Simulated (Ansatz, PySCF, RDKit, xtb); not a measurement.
# Which structure has the formula SnSiNH4Br?, part 2 of 2

Given the formula SnSiNH4Br and nothing else, which arrangement of the atoms is the most stable in the gas at 600 K, and what are its properties?

xtb, Ansatz and PySCF; isolated molecules. Earlier steps stand in the parts before.

### 8 Are they minima? Harmonic frequencies

The lowest few in one piece go on as finalists (c509a, c844a drop out). Harmonic vibrations at r2SCAN-D4/def2-SVP test each finalist and give the zero-point energy and the thermal terms. The first, c738a:

input.yaml reads:

```yaml
crystal:
  periodic: [false, false, false]
  atoms:
    - {symbol: Br, position_ang: [2.423013, -2.009219, 1.234602]}
    - {symbol: N, position_ang: [0.099807, 0.139939, 0.026032]}
    - {symbol: Si, position_ang: [-1.133971, 1.256287, -0.495992]}
    - {symbol: Sn, position_ang: [0.450311, -0.528786, 1.939271]}
    - {symbol: H, position_ang: [0.732795, -0.238554, -0.682518]}
    - {symbol: H, position_ang: [-0.569536, 2.496232, -1.115008]}
    - {symbol: H, position_ang: [-1.896359, 1.636677, 0.733584]}
    - {symbol: H, position_ang: [-2.082708, 0.651911, -1.482841]}
basis:
  gaussian: {orbitals: def2-SVP}
phonons: {}
scf: {lower_state_search: off}
total_charge: 0
hamiltonian: {xc: {name: r2SCAN}, dispersion: d4}
```

Command:

```
$ ansatz run input.yaml --threads 2 --pin off --max-ram 4350MiB --events-out events.jsonl --progress --plain --runs-dir runs
```

Log, cut to the lines that bear on the results:

```text
Warning: RAYON_NUM_THREADS=2 ignored (pool sized by the plan → 2); use --threads N
Functional definition: r2SCAN
  name "r2SCAN"
[...]
1236 factors; their error is unknown
[...]
mean field -85301.26980244 eV, -3134.7638459622 hartree, gradient 5.4e-6 eV, S^2 0.000000; 0 other end points of the search recorded, 0 dependent functions left out
[...]
reference -85301.26981313 eV, -3134.7638463552 hartree; 41, 41 occupied and 69, 69 virtual orbitals, 1236 factors
[...]
Atom 6 at    -1.896359     1.636677     0.733584 Å, force    -0.000131    -0.000097     0.000294 eV/Å
Atom 7 at    -2.082708     0.651911    -1.482841 Å, force    -0.000022     0.000131    -0.000149 eV/Å
Dipole moment:    -0.318795     0.243091     0.094891 e Å
Vibrations: 71.91 82.87 130.75 159.78 236.23 478.06 533.68 705.84 730.39 862.90 930.04 949.15 981.34 1068.12 2200.21 2207.16 2211.65 3539.50 cm⁻¹, zero-point energy 1.120791 eV
Checks for a lower state left out: stability, starts, cluster_reference, orbital_swaps, neighbouring_geometries, increment
```

It took 2 min on 2 threads of Arm Neoverse V1, shared host.

### 9 Thermal terms of the finalists

At 600 K and 1 atm, ideal gas, rigid rotor and harmonic oscillator:

| label | SMILES | spin | point group | lowest mode (cm⁻¹) | zero-point (kcal/mol) | G − E (kcal/mol) |
| --- | --- | --- | --- | --- | --- | --- |
| c738a | [SiH3][NH][Sn][Br] | singlet | Cs | 72 | 25.8 | -26.1 |
| c279a | [SiH3][NH][Sn][Br] | singlet | Cs | 83 | 25.9 | -25.3 |
| c964a | [Br][Sn]1[NH2][SiH2]1 ‡ | singlet | C1 | 79 | 27.6 | -23.9 |

Chiral structures get −RT ln 2 for their mirror image.

‡ marks the bonded skeleton alone, with all bonds drawn single: no Lewis structure was assigned that passes a check against the bond lengths.

### 10 Last filter: a higher level

Each finalist gets a single point at CCSD(T)/def2-SVP + MP2/def2-TZVPP - MP2/def2-SVP.

c738a, CCSD(T)/def2-SVP:

input.yaml reads:

```yaml
crystal:
  periodic: [false, false, false]
  atoms:
    - {symbol: Br, position_ang: [2.423013, -2.009219, 1.234602]}
    - {symbol: "N", position_ang: [0.099807, 0.139939, 0.026032]}
    - {symbol: Si, position_ang: [-1.133971, 1.256287, -0.495992]}
    - {symbol: Sn, position_ang: [0.450311, -0.528786, 1.939271]}
    - {symbol: H, position_ang: [0.732795, -0.238554, -0.682518]}
    - {symbol: H, position_ang: [-0.569536, 2.496232, -1.115008]}
    - {symbol: H, position_ang: [-1.896359, 1.636677, 0.733584]}
    - {symbol: H, position_ang: [-2.082708, 0.651911, -1.482841]}
basis:
  gaussian:
    orbitals: def2-SVP
correlation:
  method: ccsd_t
  frozen_orbitals: {Br: 9, Sn: 4, H: 0, Si: 5, "N": 1}
```

Command:

```
$ ansatz run input.yaml --threads 2 --pin off --max-ram 4350MiB --events-out events.jsonl --progress --plain --runs-dir runs
```

Log, cut to the lines that bear on the results:

```text
Warning: RAYON_NUM_THREADS=2 ignored (pool sized by the plan → 2); use --threads N
Functional definition: HF
  name "HF"
[...]
1162 factors; integrals over basis functions are off by at most 1.1e-3 eV
[...]
mean field -85202.17282231 eV, -3131.1220991131 hartree, gradient 9.5e-7 eV, S^2 0.000000; 0 other end points of the search recorded, 0 dependent functions left out
19 core orbitals not correlated: weight in the atoms' cores, before any rotation towards them, 1.000 or more for the frozen orbitals, at most 0.000 for the correlated occupied ones
reference -85202.17282231 eV, -3131.1220991131 hartree; 22, 22 occupied and 69, 69 virtual orbitals, 1162 factors
second order -16.11110532 eV of doubles, -0.00000000 eV of singles
cycle   1  -16.53092644 eV  change   -4.2e-1 eV  update   1.1e-1
[...]
cycle  10  -17.11567719 eV  change    3.5e-5 eV  update   2.7e-5
perturbative correction -0.49197404 eV, -0.0180797125 hartree
Total energy: -85219.78047355 eV, -3131.7691683609 hartree
```

Wall time 19 s (2 threads of Arm Neoverse V1, shared host).

### 11 c738a at MP2/def2-TZVPP

Edit input.yaml of step 10 so:

```diff
@@ -12,6 +12,3 @@
 basis:
-  gaussian:
-    orbitals: def2-SVP
-correlation:
-  method: ccsd_t
-  frozen_orbitals: {Br: 9, Sn: 4, H: 0, Si: 5, "N": 1}
+  gaussian: {orbitals: def2-TZVPP}
+correlation: {method: mp2, frozen_orbitals: {Br: 9, Sn: 4, H: 0, Si: 5, "N": 1}}
```

Command:

```
$ ansatz run input.yaml --threads 2 --pin off --max-ram 4350MiB --events-out events.jsonl --progress --plain --runs-dir runs
```

Log, cut to the lines that bear on the results:

```text
Warning: RAYON_NUM_THREADS=2 ignored (pool sized by the plan → 2); use --threads N
Functional definition: HF
  name "HF"
[...]
1543 factors; integrals over basis functions are off by at most 1.1e-3 eV
[...]
mean field -85215.74861391 eV, -3131.6210002521 hartree, gradient 1.8e-6 eV, S^2 0.000000; 0 other end points of the search recorded, 0 dependent functions left out
19 core orbitals not correlated: weight in the atoms' cores, before any rotation towards them, 1.000 or more for the frozen orbitals, at most 0.000 for the correlated occupied ones
reference -85215.74861391 eV, -3131.6210002521 hartree; 22, 22 occupied and 186, 186 virtual orbitals, 1543 factors
second order -25.02462759 eV of doubles, -0.00000000 eV of singles
Total energy: -85240.77324150 eV, -3132.5406383537 hartree
```

Run time: 11 s. Hardware: 2 threads of Arm Neoverse V1, shared host; peak memory 0.6 GiB.

### 12 c279a at CCSD(T)/def2-SVP

input.yaml reads:

```yaml
crystal:
  periodic: [false, false, false]
  atoms:
    - {symbol: Br, position_ang: [-0.097225, -1.411186, 0.398963]}
    - {symbol: N, position_ang: [-0.464671, -0.128749, -2.701538]}
    - {symbol: Si, position_ang: [0.960850, -1.107939, -3.022594]}
    - {symbol: Sn, position_ang: [-1.567590, 0.156689, -0.995139]}
    - {symbol: H, position_ang: [1.305649, -0.905355, -4.464995]}
    - {symbol: H, position_ang: [2.129639, -0.693271, -2.192735]}
    - {symbol: H, position_ang: [0.711047, -2.561203, -2.794117]}
    - {symbol: H, position_ang: [-0.804460, 0.391983, -3.511941]}
basis:
  gaussian:
    orbitals: def2-SVP
correlation:
  method: ccsd_t
  frozen_orbitals: {Br: 9, Sn: 4, H: 0, Si: 5, "N": 1}
```

Command:

```
$ ansatz run input.yaml --threads 2 --pin off --max-ram 4350MiB --events-out events.jsonl --progress --plain --runs-dir runs
```

Log, cut to the lines that bear on the results:

```text
Warning: RAYON_NUM_THREADS=2 ignored (pool sized by the plan → 2); use --threads N
Functional definition: HF
  name "HF"
[...]
1162 factors; integrals over basis functions are off by at most 1.1e-3 eV
[...]
mean field -85202.10068583 eV, -3131.1194481463 hartree, gradient 9.8e-7 eV, S^2 0.000000; 0 other end points of the search recorded, 0 dependent functions left out
19 core orbitals not correlated: weight in the atoms' cores, before any rotation towards them, 1.000 or more for the frozen orbitals, at most 0.000 for the correlated occupied ones
reference -85202.10068583 eV, -3131.1194481463 hartree; 22, 22 occupied and 69, 69 virtual orbitals, 1162 factors
second order -16.14503038 eV of doubles, -0.00000000 eV of singles
cycle   1  -16.55854488 eV  change   -4.1e-1 eV  update   1.1e-1
[...]
cycle  10  -17.14713398 eV  change    4.0e-5 eV  update   2.9e-5
perturbative correction -0.49706812 eV, -0.0182669166 hartree
Total energy: -85219.74488794 eV, -3131.7678606139 hartree
```

Run time: 19 s. Hardware: 2 threads of Arm Neoverse V1, shared host.

### 13 Putting it together

Energies in kcal/mol from c738a; G adds the thermal terms to the CCSD(T)/def2-SVP + MP2/def2-TZVPP - MP2/def2-SVP energy. The columns left of the relaxed level are at the tight-binding geometries.

| label | SMILES | spin | GFN2-xTB | HF/STO-3G | r2SCAN-D4/def2-SVP | r2SCAN-D4/def2-SVP, relaxed | HF/def2-SVP | MP2/def2-SVP | CCSD(T)/def2-SVP + MP2/def2-TZVPP - MP2/def2-SVP | G | share at equilibrium | T1 |
| --- | --- | --- | --- | --- | --- | --- | --- | --- | --- | --- | --- | --- |
| c738a | [SiH3][NH][Sn][Br] | singlet | 0.0 | 0.0 | 0.0 | 0.0 | 0.0 | 0.0 | 0.0 | 0.0 | 79.1 % | 0.013 |
| c279a | [SiH3][NH][Sn][Br] | singlet | 0.5 | 1.4 | 1.7 | 0.8 | 1.7 | 0.9 | 0.8 | 1.6 | 20.9 % | 0.013 |
| c964a | [Br][Sn]1[NH2][SiH2]1 ‡ | singlet | 20.3 | 13.4 | 8.2 | 6.9 | 15.5 | 12.1 | 12.7 | 14.9 | < 0.1 % | 0.011 |

‡ marks the bonded skeleton alone, with all bonds drawn single: no Lewis structure was assigned that passes a check against the bond lengths.

Lowest found: c738a, `[SiH3][NH][Sn][Br]`, a singlet of point group Cs. Bond lengths: N2–Si3 1.744 Å, Br1–Sn4 2.565 Å, N2–Sn4 2.057 Å, N2–H5 1.023 Å, Si3–H6 1.496 Å, Si3–H7 1.496 Å, Si3–H8 1.496 Å. Angles: Si3–N2–Sn4 127.4°, Br1–Sn4–N2 93.6°, N2–Si3–H6 112.8°, N2–Si3–H7 106.1°, N2–Si3–H8 112.8°, Si3–N2–H5 117.9°, Sn4–N2–H5 114.7°, H6–Si3–H7 108.8°, H6–Si3–H8 107.5°, H7–Si3–H8 108.8°.

```xyz
8

Br    2.4230   -2.0092    1.2346
N     0.0998    0.1399    0.0260
Si   -1.1340    1.2563   -0.4960
Sn    0.4503   -0.5288    1.9393
H     0.7328   -0.2386   -0.6825
H    -0.5695    2.4962   -1.1150
H    -1.8964    1.6367    0.7336
H    -2.0827    0.6519   -1.4828
```

### 14 Density, orbitals and dipole (PBE0/def2-TZVPD)

input.yaml reads:

```yaml
crystal:
  periodic: [false, false, false]
  atoms:
    - {symbol: Br, position_ang: [2.423013, -2.009219, 1.234602]}
    - {symbol: N, position_ang: [0.099807, 0.139939, 0.026032]}
    - {symbol: Si, position_ang: [-1.133971, 1.256287, -0.495992]}
    - {symbol: Sn, position_ang: [0.450311, -0.528786, 1.939271]}
    - {symbol: H, position_ang: [0.732795, -0.238554, -0.682518]}
    - {symbol: H, position_ang: [-0.569536, 2.496232, -1.115008]}
    - {symbol: H, position_ang: [-1.896359, 1.636677, 0.733584]}
    - {symbol: H, position_ang: [-2.082708, 0.651911, -1.482841]}
basis:
  gaussian: {orbitals: def2-TZVPD}
hamiltonian: {xc: pbe0}
output: {forces: true, orbitals: {seedname: orbitals}}
```

Command:

```
$ ansatz run input.yaml --threads 2 --pin off --max-ram 4350MiB --events-out events.jsonl --progress --plain --runs-dir runs
```

Log, cut to the lines that bear on the results:

```text
Warning: RAYON_NUM_THREADS=2 ignored (pool sized by the plan → 2); use --threads N
Functional definition: PBE0
  name "PBE0"
[...]
1639 factors; their error is unknown
[...]
mean field -85301.17795511 eV, -3134.7604706352 hartree, gradient 5.5e-5 eV, S^2 0.000000; 0 other end points of the search recorded, 0 dependent functions left out
[...]
reference -85301.17800111 eV, -3134.7604723257 hartree; 41, 41 occupied and 188, 188 virtual orbitals, 1639 factors
[...]
Atom 3 at     0.450311    -0.528786     1.939271 Å, force     0.086268     0.035315    -0.534846 eV/Å
Atom 4 at     0.732795    -0.238554    -0.682518 Å, force    -0.243794     0.142626     0.287597 eV/Å
Atom 5 at    -0.569536     2.496232    -1.115008 Å, force    -0.037477    -0.117930     0.061432 eV/Å
Atom 6 at    -1.896359     1.636677     0.733584 Å, force     0.068951    -0.040244    -0.082646 eV/Å
Atom 7 at    -2.082708     0.651911    -1.482841 Å, force     0.093239     0.041280     0.093465 eV/Å
Dipole moment:    -0.343895     0.250066     0.163435 e Å
```

Wall time 16 s (2 threads of Arm Neoverse V1, shared host); peak memory 0.81 GiB.

### 15 Frequencies after a tight-binding relaxation (GFN2-xTB)

start.xyz reads:

```xyz
8
c738a
Br     2.423013    -2.009219     1.234602
N      0.099807     0.139939     0.026032
Si    -1.133971     1.256287    -0.495992
Sn     0.450311    -0.528786     1.939271
H      0.732795    -0.238554    -0.682518
H     -0.569536     2.496232    -1.115008
H     -1.896359     1.636677     0.733584
H     -2.082708     0.651911    -1.482841
```

Command:

```
$ xtb start.xyz --gfn 2 --ohess tight
```

Log, cut to the lines that bear on the results:

```text
[...]
         ::                     SUMMARY                     ::
         :::::::::::::::::::::::::::::::::::::::::::::::::::::
         :: total energy             -13.005210145713 Eh    ::
         :: gradient norm              0.000132315670 Eh/a0 ::
         :: HOMO-LUMO gap              3.254133899189 eV    ::
         ::.................................................::
         :: SCC energy               -13.068897684565 Eh    ::
         :: -> isotropic ES            0.022965664720 Eh    ::
         :: -> anisotropic ES          0.001676786820 Eh    ::
         :: -> anisotropic XC         -0.013093146851 Eh    ::
         :: -> dispersion             -0.006725593981 Eh    ::
         :: repulsion energy           0.063687538852 Eh    ::
         :: add. restraining           0.000000000000 Eh    ::
         :: total charge               0.000000000000 e     ::
         :::::::::::::::::::::::::::::::::::::::::::::::::::::
[...]
          | TOTAL ENERGY              -13.005210145714 Eh   |
          | TOTAL ENTHALPY            -12.957912465990 Eh   |
          | TOTAL FREE ENERGY         -13.001549862637 Eh   |
          | GRADIENT NORM               0.000132304888 Eh/α |
[...]
```

It took 0.2 s on 2 threads of Arm Neoverse V1, shared host.

### 16 Electronic excitations (TD-PBE0/def2-SVPD)

An in-house driver calls PySCF's response routines at TD-PBE0/def2-SVPD; it has no typed input.

Log:

```text
coarse grid: 36784 points
cycle   1  E = -3130.5730679352  dE = -2.045e+01  |g| = 3.214e+00  |ddm| = 1.276e+01
cycle   2  E = -3054.8942808127  dE =  7.568e+01  |g| = 9.800e+00  |ddm| = 5.632e+01
cycle   3  E = -3134.0826787637  dE = -7.919e+01  |g| = 8.464e-01  |ddm| = 5.762e+01
cycle   4  E = -3133.7205508720  dE =  3.621e-01  |g| = 1.301e+00  |ddm| = 3.052e+00
cycle   5  E = -3134.2608375950  dE = -5.403e-01  |g| = 2.357e-01  |ddm| = 1.609e+00
cycle   6  E = -3134.2704489014  dE = -9.611e-03  |g| = 1.865e-01  |ddm| = 4.333e-01
cycle   7  E = -3134.2785202360  dE = -8.071e-03  |g| = 7.625e-02  |ddm| = 2.933e-01
cycle   8  E = -3134.2800701260  dE = -1.550e-03  |g| = 1.019e-02  |ddm| = 1.120e-01
cycle   9  E = -3134.2800998990  dE = -2.977e-05  |g| = 2.834e-03  |ddm| = 1.613e-02
cycle  10  E = -3134.2801033910  dE = -3.492e-06  |g| = 5.778e-04  |ddm| = 5.588e-03
final grid: 71528 points
cycle  11  E = -3134.2800812483  dE = -8.323e-08  |g| = 6.248e-04  |ddm| = 2.947e-03
cycle  12  E = -3134.2800810542  dE =  1.941e-07  |g| = 1.102e-03  |ddm| = 2.147e-03
cycle  13  E = -3134.2800813591  dE = -3.049e-07  |g| = 1.583e-04  |ddm| = 1.226e-03
cycle  14  E = -3134.2800813661  dE = -6.946e-09  |g| = 2.363e-05  |ddm| = 2.468e-04
cycle  15  E = -3134.2800813662  dE = -1.055e-10  |g| = 5.416e-06  |ddm| = 3.446e-05
converged SCF energy = -3134.2800813662

Static polarisability (au): isotropic 104.445, principal 77.907 97.932 137.497

Singlet excitations
state   eV       nm        f      main configurations
  1   3.9368    314.9   0.02002   H->L 0.97
  2   4.2773    289.9   0.07558   H-1->L 0.94
  3   4.5103    274.9   0.01573   H-2->L 0.97
  4   4.9172    252.1   0.02237   H-3->L 0.91
  5   5.4302    228.3   0.00377   H-1->L+1 0.99
  6   5.5588    223.0   0.00297   H-4->L 0.94
  7   5.6413    219.8   0.09898   H->L+1 0.69, H-2->L+1 0.23
  8   6.0713    204.2   0.00021   H-3->L+1 0.60, H-1->L+2 0.39

Triplet excitations (Tamm-Dancoff, eV): 3.0078 3.4165 4.2553
```

Run time: 12 s. Hardware: 2 threads of Arm Neoverse V1, shared host; peak memory 0.61 GiB.

The roots found:

```csv
excited state,energy (eV),strength
1,3.937,0.0200
2,4.277,0.0756
3,4.510,0.0157
4,4.917,0.0224
5,5.430,0.0038
6,5.559,0.0030
7,5.641,0.0990
8,6.071,0.0002
```

### 17 The cation at the same geometry (PBE0/def2-TZVPD)

Edit input.yaml of step 14 so:

```diff
@@ -12,4 +12,9 @@
 basis:
-  gaussian: {orbitals: def2-TZVPD}
-hamiltonian: {xc: pbe0}
-output: {forces: true, orbitals: {seedname: orbitals}}
+  gaussian:
+    orbitals: def2-TZVPD
+total_charge: 1
+magnetization:
+  spin_polarized: true
+  initial_magnetization: 1
+hamiltonian:
+  xc: pbe0
```

Command:

```
$ ansatz run input.yaml --threads 2 --pin off --max-ram 4350MiB --events-out events.jsonl --progress --plain --runs-dir runs
```

Log, cut to the lines that bear on the results:

```text
Warning: RAYON_NUM_THREADS=2 ignored (pool sized by the plan → 2); use --threads N
Functional definition: PBE0
  name "PBE0"
[...]
1639 factors; their error is unknown
[...]
mean field -85291.85572827 eV, -3134.4178851176 hartree, gradient 9.0e-6 eV, S^2 0.771688; 7 other end points of the search recorded, 0 dependent functions left out
reference -85291.85577086 eV, -3134.4178866827 hartree; 41, 40 occupied and 188, 189 virtual orbitals, 1639 factors
Total energy: -85291.85577086 eV, -3134.4178866827 hartree
```

Run time: 1.9 min. Hardware: 2 threads of Arm Neoverse V1, shared host; peak memory 1.6 GiB.

Difference from the parent: 9.32 eV.

### 18 The anion at the same geometry (PBE0/def2-TZVPD)

Edit input.yaml of step 17 so:

```diff
@@ -14,3 +14,3 @@
     orbitals: def2-TZVPD
-total_charge: 1
+total_charge: -1
 magnetization:
@@ -19,2 +19,4 @@
 hamiltonian:
-  xc: pbe0
+  xc: {name: PBE0}
+scf:
+  lower_state_search: off
```

Command:

```
$ ansatz run input.yaml --threads 2 --pin off --max-ram 4350MiB --events-out events.jsonl --progress --plain --runs-dir runs
```

Log, cut to the lines that bear on the results:

```text
Warning: RAYON_NUM_THREADS=2 ignored (pool sized by the plan → 2); use --threads N
Functional definition: PBE0
  name "PBE0"
[...]
1639 factors; their error is unknown
[...]
mean field -85302.16937783 eV, -3134.7969047483 hartree, gradient 3.2e-6 eV, S^2 0.754862; 0 other end points of the search recorded, 0 dependent functions left out
reference -85302.16942430 eV, -3134.7969064559 hartree; 42, 41 occupied and 187, 188 virtual orbitals, 1639 factors
Total energy: -85302.16942430 eV, -3134.7969064559 hartree
Checks for a lower state left out: stability, starts, cluster_reference, orbital_swaps, neighbouring_geometries, increment
```

Run time: 14 s. Hardware: 2 threads of Arm Neoverse V1, shared host; peak memory 0.91 GiB.

Parent less the species with the added electron: 0.99 eV.

### 19 The triplet at the same geometry (PBE0/def2-TZVPD)

input.yaml reads:

```yaml
basis:
  gaussian:
    orbitals: def2-TZVPD
crystal:
  periodic: [false, false, false]
  atoms:
    - {symbol: Br, position_ang: [2.423013, -2.009219, 1.234602]}
    - {symbol: "N", position_ang: [0.099807, 0.139939, 0.026032]}
    - {symbol: Si, position_ang: [-1.133971, 1.256287, -0.495992]}
    - {symbol: Sn, position_ang: [0.450311, -0.528786, 1.939271]}
    - {symbol: H, position_ang: [0.732795, -0.238554, -0.682518]}
    - {symbol: H, position_ang: [-0.569536, 2.496232, -1.115008]}
    - {symbol: H, position_ang: [-1.896359, 1.636677, 0.733584]}
    - {symbol: H, position_ang: [-2.082708, 0.651911, -1.482841]}
hamiltonian:
  xc: {name: PBE0}
magnetization:
  spin_polarized: true
  initial_magnetization: 2
```

Command:

```
$ ansatz run input.yaml --threads 2 --pin off --max-ram 4350MiB --events-out events.jsonl --progress --plain --runs-dir runs
```

Log, cut to the lines that bear on the results:

```text
Warning: RAYON_NUM_THREADS=2 ignored (pool sized by the plan → 2); use --threads N
Functional definition: PBE0
  name "PBE0"
[...]
1639 factors; their error is unknown
[...]
mean field -85298.15398495 eV, -3134.6493417816 hartree, gradient 9.8e-6 eV, S^2 2.005695; 7 other end points of the search recorded, 0 dependent functions left out
reference -85298.15402972 eV, -3134.6493434268 hartree; 42, 40 occupied and 187, 189 virtual orbitals, 1639 factors
Total energy: -85298.15402972 eV, -3134.6493434268 hartree
```

Wall time 44 s (2 threads of Arm Neoverse V1, shared host); peak memory 1.1 GiB.

It lies 3.02 eV above the singlet.

### 20 Results

What follows sums up all 2 parts.

| quantity | value |
| --- | --- |
| lowest structure found | [SiH3][NH][Sn][Br], singlet, Cs |
| next finalist | [SiH3][NH][Sn][Br], singlet, 1.6 kcal/mol higher in G |
| share at equilibrium, among the finalists | 79.1 % |
| funnel | 90 starts, 64 minima at GFN2-xTB, 19 screening runs, 3 rescued, 6 relaxed, 3 ranked |
| CPU time of all runs | 48 min |
| harmonic wavenumbers, lowest and highest (r2SCAN-D4/def2-SVP) | 72 and 3540 cm⁻¹ |
| rotational constants, same geometry | 0.1147, 0.02537, 0.02092 cm⁻¹ |
| dipole moment (PBE0/def2-TZVPD) | 2.19 D |
| HOMO energy (PBE0/def2-TZVPD) | -7.60 eV |
| LUMO energy (PBE0/def2-TZVPD) | -2.58 eV |
| HOMO–LUMO gap (PBE0/def2-TZVPD) | 5.03 eV |
| lowest excitation (TD-PBE0/def2-SVPD) | 3.94 eV (f = 0.020) |
| strongest of the states computed, same level | 5.64 eV (f = 0.099) |
| lowest triplet excitation, same level, Tamm-Dancoff | 3.01 eV |
| vertical ionisation energy | 9.32 eV |
| vertical electron affinity | 0.99 eV |
| vertical triplet less singlet | +3.02 eV |

In words: The search ends on `[SiH3][NH][Sn][Br]`. The next finalist is drawn with the same bonds. GFN2-xTB, HF/STO-3G, r2SCAN-D4/def2-SVP, r2SCAN-D4/def2-SVP, relaxed, HF/def2-SVP and MP2/def2-SVP already put its bonding pattern lowest among the structures in one piece. The largest share of the time went into the vibrations (26 %). Spin-orbit coupling, which matters for elements this heavy, is left out. 7 minima inside the window were never screened. Lowest found is not proven lowest: the search is finite, and each finalist counts with one conformer. Patterns outside the rules of the enumeration were met only by chance. The lowest isomer need not be the one that is made and kept in a bottle, which depends on barriers.
